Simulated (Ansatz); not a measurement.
# Ta (bcc type): the cost of one run

Method: DFT r²SCAN, with the methods named in each step, in Ansatz 0.2.0.

### 1 Starting point

It takes space group Im-3m (No. 229, cubic). Conventional cell: a = 3.303 Å, b = 3.303 Å, c = 3.303 Å, α = 90.00°, β = 90.00°, γ = 90.00°. Around Ta (site symmetry m-3m) lie 8 Ta at 2.86 Å.

Coordinates:

```cif
data_structure
_symmetry_space_group_name_H-M 'Im-3m'
_symmetry_Int_Tables_number 229
_cell_length_a 3.3031
_cell_length_b 3.3031
_cell_length_c 3.3031
_cell_angle_alpha 90.000
_cell_angle_beta 90.000
_cell_angle_gamma 90.000
_cell_volume 36.04
loop_
_atom_site_label
_atom_site_type_symbol
_atom_site_symmetry_multiplicity
_atom_site_Wyckoff_symbol
_atom_site_fract_x
_atom_site_fract_y
_atom_site_fract_z
_atom_site_occupancy
Ta1 Ta 2 a 0.00000 0.00000 0.00000 1
```

The file gives the conventional cell by its symmetry; the runs use the cell typed in the input.

Whether this phase is the stable one at these pressures isn't tested.

### 2 Cell relaxed at zero pressure, PAW

File input.yaml:

```yaml
crystal:
  lattice:
    - [-1.6515748661, 1.6515748661, 1.6515748661]
    - [1.6515748661, -1.6515748661, 1.6515748661]
    - [1.6515748661, 1.6515748661, -1.6515748661]
  atoms:
    - { symbol: Ta, position: [0.0, 0.0, 0.0] }
kpoints:
  mp_grid: { grid: [16, 16, 16] }
scf:
  occupations: { method: fermi_dirac, width: 0.1 }
hamiltonian:
  xc: r2scan
  pseudopotentials: { kind: paw }
output:
  forces: true
  stress: true
  write_density: true
  write_potential: true
  elf: true
  volumetric_format: npy
relax:
  f_tol: 0.005
  max_steps: 40
  cell: {}
```

Run with:

```
ansatz run input.yaml --threads 1 --pin off --max-ram 2048MiB --backend cpu --events-out ev --progress --plain --runs-dir out
```

Q: Estimate wall time and peak memory on 1 thread of Arm Neoverse V2, shared host.

About 13 s, with a peak of 0.38 GiB.
